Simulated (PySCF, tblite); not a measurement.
# C3H7AsBN: geometry, infrared bands and NMR shifts

What infrared bands and NMR shifts should C3H7AsBN (`CB([AsH2])CC#N`) show?

Computed with tblite 0.8.0 and PySCF 2.14.0, with density-fitted response routines of our own, on a single molecule in the gas phase. Atoms count from 0, in the outputs and in this text.

## 1. The molecule as given

13 atoms, charge 0, multiplicity 1; geometry from: force field or distance geometry start.

Bonds of the start (Å): C0–B1 1.60, B1–As2 2.04, B1–C3 1.58, C3–C4 1.47, C4–N5 1.15, C0–H6 1.09, C0–H7 1.11, C0–H8 1.11, As2–H9 1.53, As2–H10 1.52, C3–H11 1.11, C3–H12 1.07.

## 2. Relaxing the molecule with GFN2-xTB

What the job is given:

```
{"job": {"kind": "relax", "xc": "GFN2-xTB", "basis": "xTB"}, "charge": 0, "multiplicity": 1}
C      0.293800     1.781800     0.382500
B     -0.012300     0.210900     0.336900
As     1.630100    -0.939400     0.729000
C     -1.161600    -0.208000    -0.665900
C     -1.370900    -1.654900    -0.555000
N     -1.524200    -2.790400    -0.502600
H      1.321200     1.923400     0.034500
H     -0.408000     2.321700    -0.279100
H      0.179200     2.126400     1.434900
H      2.668500    -0.955600    -0.395800
H      1.363800    -2.263200     1.436200
H     -2.095300     0.292600    -0.333200
H     -0.888700     0.155000    -1.640100
```

Started as:

```
$ OMP_NUM_THREADS=1 python probes_run.py task.json out
```

One launch serves the whole session: the jobs run in the order shown.

Output:

```text
step      E/eV     max force
  0    -445.71602    3.385
  1    -446.08149    3.078
  2    -446.67379    5.858
  3    -446.38364   10.924
  4    -446.96264    2.383
  5    -447.04870    0.958
  6    -447.13278    1.587
  7    -447.22266    1.212
  8    -447.26289    0.616
  9    -447.28809    0.506
 10    -447.30842    0.646
 11    -447.32924    0.671
 12    -447.34701    0.396
 13    -447.36140    0.356
 14    -447.37348    0.441
 15    -447.38806    0.493
 16    -447.40241    0.390
 17    -447.41091    0.237
 18    -447.41580    0.193
 19    -447.41952    0.196
 20    -447.42285    0.167
 21    -447.42555    0.126
 22    -447.42779    0.131
 23    -447.43045    0.215
 24    -447.43426    0.256
 25    -447.43872    0.259
 26    -447.44242    0.198
 27    -447.44469    0.130
 28    -447.44628    0.123
 29    -447.44783    0.114
 30    -447.44917    0.123
 31    -447.45012    0.071
 32    -447.45087    0.073
 33    -447.45169    0.081
 34    -447.45259    0.104
 35    -447.45337    0.083
 36    -447.45391    0.060
 37    -447.45430    0.048
 38    -447.45471    0.069
 39    -447.45519    0.079
 40    -447.45568    0.054
 41    -447.45614    0.057
 42    -447.45664    0.067
 43    -447.45729    0.086
 44    -447.45810    0.099
 45    -447.45892    0.071
 46    -447.45965    0.067
 47    -447.46041    0.093
 48    -447.46149    0.116
 49    -447.46324    0.163
 50    -447.46537    0.159
 51    -447.46776    0.149
 52    -447.46976    0.145
 53    -447.47236    0.192
 54    -447.47498    0.190
 55    -447.47891    0.181
 56    -447.48229    0.172
 57    -447.48753    0.278
 58    -447.49126    0.586
 59    -447.48355    0.684
 60    -447.50464    0.164
 61    -447.50895    0.134
 62    -447.51463    0.271
 63    -447.51860    0.105
 64    -447.52057    0.095
 65    -447.52264    0.132
 66    -447.52395    0.069
 67    -447.52505    0.072
 68    -447.52659    0.089
 69    -447.52808    0.101
 70    -447.52976    0.091
 71    -447.53157    0.122
 72    -447.53334    0.117
 73    -447.53455    0.097
 74    -447.53524    0.064
 75    -447.53558    0.039
 76    -447.53574    0.026
 77    -447.53583    0.036
 78    -447.53590    0.018
 79    -447.53596    0.016
 80    -447.53599    0.014
 81    -447.53603    0.013
 82    -447.53608    0.022
 83    -447.53614    0.035
 84    -447.53622    0.036
 85    -447.53631    0.023
 86    -447.53637    0.016
 87    -447.53640    0.014
 88    -447.53642    0.016
 89    -447.53644    0.012
 90    -447.53645    0.009
```

Run time: 1.4 s. Hardware: 1 thread of Intel Xeon at 2.50GHz, shared host; peak memory 0.18 GiB.

Step by step: (not every step is listed) (the energy doesn't fall at every step)

```csv
step,energy from step 0 (eV),largest force (eV/Å)
0,0.0000,3.3854
1,-0.3655,3.0779
2,-0.9578,5.8576
3,-0.6676,10.9242
4,-1.2466,2.3830
5,-1.3327,0.9583
6,-1.4168,1.5868
7,-1.5066,1.2118
8,-1.5469,0.6155
15,-1.6720,0.4930
22,-1.7118,0.1315
29,-1.7318,0.1136
36,-1.7379,0.0597
43,-1.7413,0.0863
50,-1.7493,0.1585
57,-1.7715,0.2785
64,-1.8046,0.0954
71,-1.8155,0.1217
78,-1.8199,0.0180
85,-1.8203,0.0229
86,-1.8203,0.0157
87,-1.8204,0.0145
88,-1.8204,0.0164
89,-1.8204,0.0119
90,-1.8204,0.0088
```

Close pairs (by a distance rule), those that changed most:

```csv
bond,before (Å),after (Å),change (Å)
C3–C4,1.466,1.435,-0.031
As2–H10,1.524,1.494,-0.030
B1–As2,2.043,2.016,-0.027
C0–B1,1.601,1.574,-0.027
As2–H9,1.531,1.504,-0.027
C3–H12,1.075,1.095,+0.021
C0–H8,1.113,1.094,-0.019
C0–H7,1.105,1.089,-0.016
```

The end geometry stands in the next job.

## 3. Harmonic vibrations with GFN2-xTB

What the job is given:

```
{"job": {"kind": "ir", "xc": "GFN2-xTB", "basis": "xTB"}, "charge": 0, "multiplicity": 1}
C      0.418887     1.728691     0.236403
B      0.158034     0.178469     0.156478
As     1.362876    -1.153787     1.071754
C     -1.204980    -0.286237    -0.533882
C     -1.440139    -1.695964    -0.405809
N     -1.579426    -2.824498    -0.270615
H      1.470828     1.989115     0.113286
H     -0.162027     2.327655    -0.464116
H      0.147414     2.066884     1.240727
H      2.635092    -0.473497     0.645216
H      1.435919    -2.072796    -0.104411
H     -2.058402     0.248849    -0.103343
H     -1.188465    -0.032398    -1.599416
```

Output:

```text
mode    cm-1     km/mol
  1     -11.5      5.48
  2      65.5      2.67
  3      79.6      6.26
  4     161.3      2.26
  5     221.5      0.46
  6     237.5      2.56
  7     261.2      5.77
  8     359.6      0.24
  9     430.5      0.22
 10     510.9      5.02
 11     591.1     32.00
 12     663.6      5.94
 13     694.0     34.38
 14     814.2     64.43
 15     821.3     21.44
 16     998.7     79.60
 17    1006.2    168.78
 18    1031.7     62.24
 19    1068.1     43.87
 20    1074.7     24.42
 21    1217.4     87.64
 22    1383.8     33.86
 23    1394.2     21.93
 24    1470.7      2.78
 25    1487.9      1.64
 26    1893.4    703.18
 27    1957.1    581.01
 28    2395.7    221.71
 29    2926.2      9.98
 30    2946.0      9.32
 31    2958.5     20.19
 32    2996.5     34.13
 33    3010.4     26.44
```

Wall time 0.92 s (1 thread of Intel Xeon at 2.50GHz, shared host); peak memory 0.18 GiB.

The strongest bands and the atoms that carry them (share of the mass-weighted mode):

```csv
cm⁻¹,km/mol,atoms
814,64.4,"B1 23 %, H8 21 %, H7 13 %, C3 11 %"
999,79.6,"C3 24 %, H10 15 %, H9 15 %, N5 13 %"
1006,168.8,"H9 18 %, H10 18 %, C3 16 %"
1032,62.2,"B1 33 %, H10 16 %, H9 16 %, H7 12 %"
1217,87.6,"C3 38 %, H11 28 %, H12 22 %"
1893,703.2,H9 99 %
1957,581.0,H10 99 %
2396,221.7,"C4 60 %, N5 39 %"
```

## 4. Nuclear shieldings: PBE0/pcSseg-1

Same as in step 3 but for these lines:

```diff
@@ -1,2 +1,2 @@
-{"job": {"kind": "ir", "xc": "GFN2-xTB", "basis": "xTB"}, "charge": 0, "multiplicity": 1}
+{"job": {"kind": "nmr", "xc": "PBE0", "basis": "pcSseg-1"}, "charge": 0, "multiplicity": 1}
 C      0.418887     1.728691     0.236403
```

Level: GIAO PBE0/pcSseg-1 NMR shielding, non-relativistic, gas phase.

Output:

```text
coarse grid: 50480 points
cycle   1  E = -2433.1453202597  dE = -2.671e-01  |g| = 8.150e-01  |ddm| = 3.362e+00
cycle   2  E = -2433.0310593178  dE =  1.143e-01  |g| = 9.897e-01  |ddm| = 1.229e+00
cycle   3  E = -2433.1825101553  dE = -1.515e-01  |g| = 4.170e-01  |ddm| = 9.804e-01
cycle   4  E = -2433.2181504709  dE = -3.564e-02  |g| = 6.847e-02  |ddm| = 2.883e-01
cycle   5  E = -2433.2189722331  dE = -8.218e-04  |g| = 1.625e-02  |ddm| = 7.674e-02
cycle   6  E = -2433.2190522374  dE = -8.000e-05  |g| = 3.537e-03  |ddm| = 2.455e-02
cycle   7  E = -2433.2190560518  dE = -3.814e-06  |g| = 9.659e-04  |ddm| = 4.740e-03
final grid: 106504 points
cycle   8  E = -2433.2190750730  dE =  4.376e-08  |g| = 1.152e-03  |ddm| = 2.684e-03
cycle   9  E = -2433.2190747005  dE =  3.725e-07  |g| = 1.746e-03  |ddm| = 2.393e-03
cycle  10  E = -2433.2190753805  dE = -6.800e-07  |g| = 4.512e-04  |ddm| = 1.429e-03
cycle  11  E = -2433.2190754267  dE = -4.627e-08  |g| = 2.966e-05  |ddm| = 3.448e-04
cycle  12  E = -2433.2190754270  dE = -2.656e-10  |g| = 9.902e-06  |ddm| = 4.915e-05
converged SCF energy = -2433.2190754270

GIAO shielding tensors (ppm)
atom      isotropic    diamagn.    paramagn.     s11        s22        s33       span
  0 C      166.189     253.203     -87.013    139.948    174.365    184.256     44.309
  1 B       -7.621     187.160    -194.781   -105.873    -33.578    116.588    222.460
  2 As    1791.401    2878.355   -1086.954   1650.157   1727.014   1997.032    346.875
  3 C      165.791     254.490     -88.699    153.960    165.182    178.230     24.270
  4 C       61.662     260.546    -198.884    -58.612    -44.894    288.491    347.103
  5 N      -30.382     340.304    -370.685   -201.503   -183.551    293.908    495.411
  6 H       29.766      30.501      -0.735     25.121     30.116     34.062      8.940
  7 H       30.377      30.861      -0.483     26.390     29.417     35.325      8.935
  8 H       30.515      29.556       0.959     26.783     28.935     35.826      9.043
  9 H       28.808      30.101      -1.293     21.405     24.442     40.577     19.172
 10 H       28.278      30.691      -2.413     20.366     24.979     39.489     19.123
 11 H       29.262      29.303      -0.041     24.081     29.109     34.595     10.514
 12 H       29.356      29.479      -0.123     24.196     29.012     34.860     10.664
```

Wall time 59 s (1 thread of Intel Xeon at 2.50GHz, shared host); peak memory 0.69 GiB.

The references, computed at this level on geometries of the same kind, shield at (ppm): ¹H TMS 31.72, ¹³C TMS 186.9, ¹⁵N NH3 267.7, ¹¹B BF3·OEt2 100.1, ⁷⁵As AsH3 1989. Their shielding less the atom's gives the shift. The references are single molecules in the gas phase, so shifts against H2O, NH3, PH3, H3PO4 or CFCl3 are not on the usual liquid scales and can be off by tens of ppm. Shifts against hydride references such as AlH4− lie on their own scale. Atoms listed in one row are averaged.

```csv
atoms,environment,σ (ppm),δ (ppm)
C4,nitrile carbon,61.7,125.3
C3,"sp3 CH2 bonded to B, α to a nitrile",165.8,21.1
C0,methyl carbon bonded to B,166.2,20.7
"H9, H10",hydrogen on an arsenic bonded to B,28.54,3.17
"H11, H12","hydrogen on an sp3 CH2 bonded to B, α to a nitrile",29.31,2.41
"H6, H7, H8",hydrogen on a methyl carbon bonded to B,30.22,1.50
B1,"boron bonded to 2 C, As",-7.6,107.7
As2,"arsenic bonded to B, 2 H",1791,197
N5,nitrile nitrogen,-30.4,298.1
```

Charges from the same density, by scheme (e):

```csv
atoms,Mulliken,IAO,Hirshfeld,ESP fit
C0,-0.51,-0.57,-0.20,-0.65
B1,0.41,0.15,0.16,0.51
As2,-0.20,0.12,0.06,-0.20
C3,-0.43,-0.44,-0.11,-0.63
C4,0.03,0.14,0.07,0.44
N5,-0.25,-0.26,-0.24,-0.49
```

Mayer bond orders: C0–B1 1.07, B1–As2 1.10, B1–C3 0.91, C3–C4 1.05, C4–N5 3.05.

## 5. Results

```
                                                              quantity                  value
                             strongest single infrared mode (GFN2-xTB)  1893 cm⁻¹, 703 km/mol
                                          zero-point energy (GFN2-xTB)          55.9 kcal/mol
                                ¹³C shifts against TMS (PBE0/pcSseg-1)  125.3, 21.1, 20.7 ppm
¹H shifts against TMS (PBE0/pcSseg-1, means over atoms taken as alike)   3.17, 2.41, 1.50 ppm
                           ¹¹B shifts against BF3·OEt2 (PBE0/pcSseg-1)              107.7 ppm
                              ⁷⁵As shifts against AsH3 (PBE0/pcSseg-1)                197 ppm
                                ¹⁵N shifts against NH3 (PBE0/pcSseg-1)              298.1 ppm
```

What this shows: Over 90 steps the energy fell by 1.820 eV; of the close pairs, C3–C4 changed most, 1.466 to 1.435 Å. The lowest mode is slightly imaginary (12i cm⁻¹), a soft motion within the noise of the Hessian, so the minimum is not strictly shown. The strongest single mode, at 1893 cm⁻¹, moves mainly H9. GFN2-xTB is a fitted tight-binding method: band positions and strengths are rough. Its intensities can rank the bands wrongly. C4 (nitrile carbon) lies farthest downfield among carbon, at 125.3 ppm; C≡N carbons fall here, among the sp2 signals but without a proton. At PBE0/pcSseg-1: The widest tensor belongs to N5: span 495 ppm, with a paramagnetic part of -371 ppm. Spin-orbit coupling is left out, which matters for shieldings and couplings at and beside the heavy atoms.
